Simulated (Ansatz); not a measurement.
# C5H14ClNO2Ti: up Jacob's ladder to CCSD(T)

One table from this session's results is given with a row withheld; the runs are named, their logs left out.

The runs use Ansatz 0.2.0, Gaussian basis; functionals in def2-TZVPP, the program's frozen cores in correlated methods.

Levels to be run: LDA (SPW92), PBE-D4, revPBE-D4, BLYP-D4, r2SCAN-D4, B97M-V, PBE0-D4, B3LYP-D4, r2SCANh-D4, r2SCAN0-D4, HSE06-D4, BHLYP-D4, CAM-B3LYP-D4, LC-ωPBE, ωB97X-V, ωB97M-V, B2PLYP, PBE-QIDH; CCSD(T)/def2-SVP; CCSD(T)/def2-TZVPP; MP2/def2-QZVPP; extrapolation to the limit; RPA on PBE.

### Structure used throughout

The geometry comes from an earlier relaxation with PBE0-D4 in a triple-zeta def2 set; it is a stationary point, not always the lowest conformer.

SMILES `CC[O][Ti]([Cl])([O]C)[N](C)C`, 24 atoms, charge 0, spin multiplicity 1.

Atoms are counted from 1 here; the program's logs count them from 0.

Bond lengths: C1–C2 1.513 Å, C1–H11 1.093 Å, C1–H12 1.093 Å, C1–H13 1.093 Å, C2–O3 1.397 Å, C2–H14 1.097 Å, C2–H15 1.097 Å, O3–Ti4 1.774 Å, Ti4–Cl5 2.251 Å, Ti4–O6 1.768 Å, Ti4–N8 1.866 Å, O6–C7 1.389 Å, C7–H16 1.095 Å, C7–H17 1.095 Å, C7–H18 1.095 Å, N8–C9 1.441 Å, N8–C10 1.441 Å, C9–H19 1.091 Å and more. Angles: C2–C1–H11 110.6°, C2–C1–H12 110.6°, C2–C1–H13 110.4°, H11–C1–H12 108.5°, H11–C1–H13 108.2°, H12–C1–H13 108.4°, C1–C2–O3 112.0°, C1–C2–H14 110.4°, C1–C2–H15 110.4°, O3–C2–H14 108.3°, O3–C2–H15 108.3°, H14–C2–H15 107.3°, C2–O3–Ti4 151.1°, O3–Ti4–Cl5 108.2°, O3–Ti4–O6 115.0°, O3–Ti4–N8 108.5°, Cl5–Ti4–O6 106.9°, Cl5–Ti4–N8 109.0° and more.

As a file:

```tsv
atom	x (Å)	y (Å)	z (Å)
C1	-2.11545	-2.18865	-0.97035
C2	-0.66650	-2.56313	-0.74894
O3	0.12799	-1.44604	-0.48126
Ti4	0.40082	0.30634	-0.50278
Cl5	1.20958	0.86849	-2.52666
O6	-1.04351	1.28955	-0.23460
C7	-2.28015	1.87772	-0.46686
N8	1.67188	0.72399	0.79783
C9	2.69333	-0.19978	1.22211
C10	1.78381	2.02728	1.40154
H11	-2.21267	-1.51657	-1.82654
H12	-2.52253	-1.68885	-0.08821
H13	-2.71411	-3.08139	-1.16697
H14	-0.26333	-3.06907	-1.63434
H15	-0.57687	-3.25863	0.09427
H16	-2.49775	2.61184	0.31561
H17	-2.28187	2.38777	-1.43562
H18	-3.07434	1.12356	-0.46642
H19	2.54982	-1.17492	0.75355
H20	3.69398	0.16385	0.95148
H21	2.67105	-0.33898	2.31212
H22	0.97806	2.68069	1.06232
H23	1.73003	1.96094	2.49731
H24	2.73873	2.50396	1.14140
```

Set-up of the first run:

in.yaml

```yaml
crystal:
  periodic: [false, false, false]
  atoms:
    - {symbol: C, position_ang: [-2.115450, -2.188647, -0.970348]}
    - {symbol: C, position_ang: [-0.666501, -2.563128, -0.748938]}
    - {symbol: O, position_ang: [0.127993, -1.446044, -0.481262]}
    - {symbol: Ti, position_ang: [0.400824, 0.306338, -0.502783]}
    - {symbol: Cl, position_ang: [1.209577, 0.868491, -2.526660]}
    - {symbol: O, position_ang: [-1.043515, 1.289549, -0.234598]}
    - {symbol: C, position_ang: [-2.280151, 1.877721, -0.466858]}
    - {symbol: N, position_ang: [1.671884, 0.723990, 0.797832]}
    - {symbol: C, position_ang: [2.693330, -0.199776, 1.222106]}
    - {symbol: C, position_ang: [1.783810, 2.027279, 1.401539]}
    - {symbol: H, position_ang: [-2.212666, -1.516567, -1.826535]}
    - {symbol: H, position_ang: [-2.522532, -1.688853, -0.088211]}
    - {symbol: H, position_ang: [-2.714114, -3.081389, -1.166967]}
    - {symbol: H, position_ang: [-0.263327, -3.069067, -1.634338]}
    - {symbol: H, position_ang: [-0.576873, -3.258626, 0.094270]}
    - {symbol: H, position_ang: [-2.497749, 2.611837, 0.315607]}
    - {symbol: H, position_ang: [-2.281866, 2.387775, -1.435625]}
    - {symbol: H, position_ang: [-3.074344, 1.123561, -0.466415]}
    - {symbol: H, position_ang: [2.549816, -1.174924, 0.753550]}
    - {symbol: H, position_ang: [3.693982, 0.163846, 0.951480]}
    - {symbol: H, position_ang: [2.671055, -0.338979, 2.312119]}
    - {symbol: H, position_ang: [0.978062, 2.680686, 1.062325]}
    - {symbol: H, position_ang: [1.730035, 1.960941, 2.497313]}
    - {symbol: H, position_ang: [2.738729, 2.503964, 1.141397]}
basis:
  gaussian: {orbitals: def2-TZVPP}
hamiltonian: {xc: lda}
output: {orbitals: {seedname: orbitals}}
```

The run is started by

```
> ansatz run in.yaml --threads 4 --pin off --events-out ev --progress --plain --max-ram 66560MiB --backend cuda --devices 0, --max-vram 37GiB
```

Steps of the session up to this table: LDA; PBE-D4 (GGA); revPBE-D4 (GGA); BLYP-D4 (GGA); r2SCAN-D4 (meta-GGA); B97M-V (meta-GGA); PBE0-D4 (hybrid); B3LYP-D4 (hybrid); r2SCANh-D4 (hybrid); r2SCAN0-D4 (hybrid); HSE06-D4 (hybrid); BHLYP-D4 (hybrid); CAM-B3LYP-D4 (range-separated); LC-ωPBE (range-separated); ωB97X-V (range-separated); ωB97M-V (range-separated); B2PLYP (double hybrid); PBE-QIDH (double hybrid).

One of the session's tables, all rows but one given; the rest of the session is left out.

It belongs to the step «Frontier levels by functional». 

| functional | HOMO (eV) | gap (eV) |
| --- | --- | --- |
| LDA (SPW92) | ? | ? |
| PBE-D4 | -5.24 | 3.13 |
| revPBE-D4 | -5.18 | 3.15 |
| BLYP-D4 | -5.12 | 3.12 |
| r2SCAN-D4 | -5.47 | 3.44 |
| B97M-V | -5.60 | 3.51 |
| PBE0-D4 | -6.51 | 5.37 |
| B3LYP-D4 | -6.30 | 4.90 |
| r2SCANh-D4 | -5.95 | 4.29 |
| r2SCAN0-D4 | -6.68 | 5.60 |
| HSE06-D4 | -6.11 | 4.59 |
| BHLYP-D4 | -7.70 | 7.72 |
| CAM-B3LYP-D4 | -7.84 | 7.82 |
| LC-ωPBE | -9.15 | 10.25 |
| ωB97X-V | -8.83 | 9.90 |
| ωB97M-V | -8.75 | 9.79 |

**Question.** Estimate the row for LDA (SPW92).

As computed: HOMO (eV): -5.36; gap (eV): 3.06. In the column «HOMO (eV)» it lies between r2SCAN-D4 (-5.47) and PBE-D4 (-5.24).
